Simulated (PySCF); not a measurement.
# SiSF₂: relaxation and vibrations of the singlet

Aim: relax SiSF₂ as a singlet from a trigonal planar start, check by its vibrations whether the end is a minimum, and collect its spectrum and constants.

Computed with PySCF 2.14.0. Level: PBE0, basis Si def2-TZVP, S def2-TZVP, F def2-TZVP, no relativity, density fitting.

## 1. The starting structure

4 atoms, charge 0, spin multiplicity 1.

Bond lengths: Si1–S2 2.010 Å, Si1–F3 1.800 Å, Si1–F4 1.800 Å. Angles: S2–Si1–F3 120.0°, S2–Si1–F4 120.0°, F3–Si1–F4 120.0°.

Coordinates in bohr (charge 0 multiplicity 1):
```
Si    0.2900    0.5024    0.0000
S    -1.6090   -2.7871    0.0000
F     3.6915    0.5025    0.0000
F    -1.4108    3.4481    0.0000
```

## 2. Relaxing the singlet from the trigonal planar start

The steps below are one call of a driver around PySCF. For each, scf.py gives the equivalent set-up of the SCF; relaxations use the driver's own optimiser. Before each start the driver seeks the lowest SCF state from one or more starting densities and follows internal instabilities, so scf.py alone need not reach the same state.

The program finds C2v symmetry in the start, which this walk keeps. The walk stops when the largest gradient is under 0.0003 Eh/bohr and the energy has settled too.

The input, scf.py:

```python
from pyscf import gto, scf, dft
mol = gto.M(atom='''
Si     0.153478     0.265857     0.000000
S     -0.851444    -1.474888    -0.000000
F      1.953458     0.265922     0.000000
F     -0.746588     1.824642     0.000000''',
    basis={'Si': 'def2-TZVP', 'S': 'def2-TZVP', 'F': 'def2-TZVP'},
    charge=0, spin=0)
mf = dft.RKS(mol, xc='PBE0')
mf.grids.atom_grid = (50, 194)
aux = {'Si': 'def2-universal-JKFIT', 'S': 'def2-universal-JKFIT', 'F': 'def2-universal-JKFIT'}
mf = mf.density_fit(auxbasis=aux)
mf.kernel()
```

Steps of the walk:

```csv
step,energy (Eh),change (kJ/mol),largest symmetric gradient (Eh/bohr)
0,-887.108573,0.00,0.09341
1,-887.166956,-153.28,0.03461
2,-887.172412,-167.61,0.02952
3,-887.173259,-169.83,0.02365
4,-887.174166,-172.21,0.00413
5,-887.174331,-172.65,0.00154
6,-887.174336,-172.66,0.00022
7,-887.174336,-172.66,0.00003
```

The walk ran for 9.3 s (4 threads, shared host).

After 7 steps and 172.7 kJ/mol it ends at C2v: Si–F 1.571 Å (×2), Si–S 1.915 Å; F–Si–F 103.2°, F–Si–S 128.4° (×2).

## 3. Hessian and properties

The point is checked on the finer grid, and tightened if its gradient asks for it. The Hessian and the dipole derivatives come from central differences of analytic gradients, with steps of 0.01 bohr.

Edit scf.py of step 2 so:

```diff
@@ -3,4 +3,4 @@
-Si     0.153478     0.265857     0.000000
-S     -0.851444    -1.474888    -0.000000
-F      1.953458     0.265922     0.000000
-F     -0.746588     1.824642     0.000000''',
+Si     0.123455     0.213852     0.000000
+S     -0.834122    -1.444883    -0.000000
+F      1.677235     0.442877     0.000000
+F     -0.455216     1.673928     0.000000''',
@@ -10 +10 @@
-mf.grids.atom_grid = (50, 194)
+mf.grids.atom_grid = (75, 302)
```

This SCF starts from the last density.

Log of the central SCF (cycles and frontier levels):

```text
init E= -887.174325380474
  HOMO = -0.29550552464543  LUMO = -0.0612734649274985  gap/eV = 6.37378
cycle= 1 E= -887.174325380431  delta_E= 4.32e-11  |g|= 1.53e-05  |ddm|= 2.12e-05
  HOMO = -0.295501512871581  LUMO = -0.0612744220090384  gap/eV = 6.37364
cycle= 2 E= -887.174325380302  delta_E= 1.29e-10  |g|= 2.61e-05  |ddm|= 3.52e-05
  HOMO = -0.295503785729293  LUMO = -0.0612736348269263  gap/eV = 6.37373
cycle= 3 E= -887.174325380499  delta_E= -1.97e-10  |g|= 7.68e-07  |ddm|= 2.22e-05
  HOMO = -0.295503896029925  LUMO = -0.0612737153634456  gap/eV = 6.37373
cycle= 4 E= -887.1743253805  delta_E= -4.55e-13  |g|= 6.87e-08  |ddm|= 5.42e-07
  HOMO = -0.295503898707283  LUMO = -0.0612737199107848  gap/eV = 6.37373
Extra cycle  E= -887.1743253805  delta_E= -4.55e-13  |g|= 1.04e-07  |ddm|= 7.98e-08
converged SCF energy = -887.1743253805
```

The whole step took 23 s.

Geometry: C2v; Si–F 1.571 Å (×2), Si–S 1.915 Å; F–Si–F 103.2°, F–Si–S 128.4° (×2).

Harmonic modes (main isotopes):

```
symmetry  ω (cm⁻¹)  IR (km/mol)
      b2       261          9.3
      b1       307         31.9
      a1       334         22.6
      a1       645          1.6
      b2       981          149
      a1      1013          273
```

No imaginary mode, so this is a minimum.

Constants and moments:

```yaml
Dipole_moment: 1.15 D
Highest_occupied_level: -8.04 eV
Lowest_empty_level: -1.67 eV
Rotational_constants: 0.2927, 0.1143, 0.08222 cm⁻¹
Zero-point_energy: 21.2 kJ/mol
Principal_polarisabilities: 30.7, 33.5, 52.9 bohr³
Atomisation_energy_without_zero-point_energy: 1572 kJ/mol
Principal_traceless_quadrupole_moments_about_the_centre_of_mass: -2.60, -2.42, 5.02 D Å
Entropy_at_298.15_K_and_1_bar: 288.8 J/(mol K)
Heat_capacity_Cp_at_298.15_K: 61.3 J/(mol K)
Enthalpy_at_298.15_K_above_0_K: 13.78 kJ/mol
Rotational_symmetry_number: 2
```

Populations by atom (charges in e):

| atom | Mulliken | Löwdin | polar tensor | Mayer order to Si1 |
| --- | --- | --- | --- | --- |
| Si1 | 0.77 | -0.28 | 1.62 | – |
| S2 | -0.27 | 0.15 | -0.45 | 2.23 |
| F3,4 | -0.25 | 0.06 | -0.58 | 1.18 |

Outer orbital energies (eV). occupied: -15.26, -14.40, -14.35, -13.59, -13.14, -10.90, -8.42, -8.04; empty: -1.67, -1.44, 1.32, 2.76.

Mulliken populations on Si1: s 4.94, p 7.53, d 0.63, f 0.13.

## 4. What came out

| quantity | value |
| --- | --- |
| minimum | singlet, C2v |
| geometry | Si–F 1.571 Å (×2), Si–S 1.915 Å; F–Si–F 103.2°, F–Si–S 128.4° (×2) |
| wavenumbers (cm⁻¹) | 261 (b2), 307 (b1), 334 (a1), 645 (a1), 981 (b2), 1013 (a1) |
| dipole moment | 1.15 D |
| highest occupied, lowest empty level | -8.04, -1.67 eV |
| polar-tensor charge of Si1 | +1.62 e |
| zero-point energy | 21.2 kJ/mol |
| entropy at 298.15 K | 288.8 J/(mol K) |
| atomisation energy (no zero-point energy) | 1572 kJ/mol |

In words: The molecule stays C2v, as typed, and the end point is a minimum. The strongest infrared band lies at 1013 cm⁻¹ (a1, stretch). Only this shape and spin were tried, so other structures or states may lie lower.

The search up to here took 33 s.
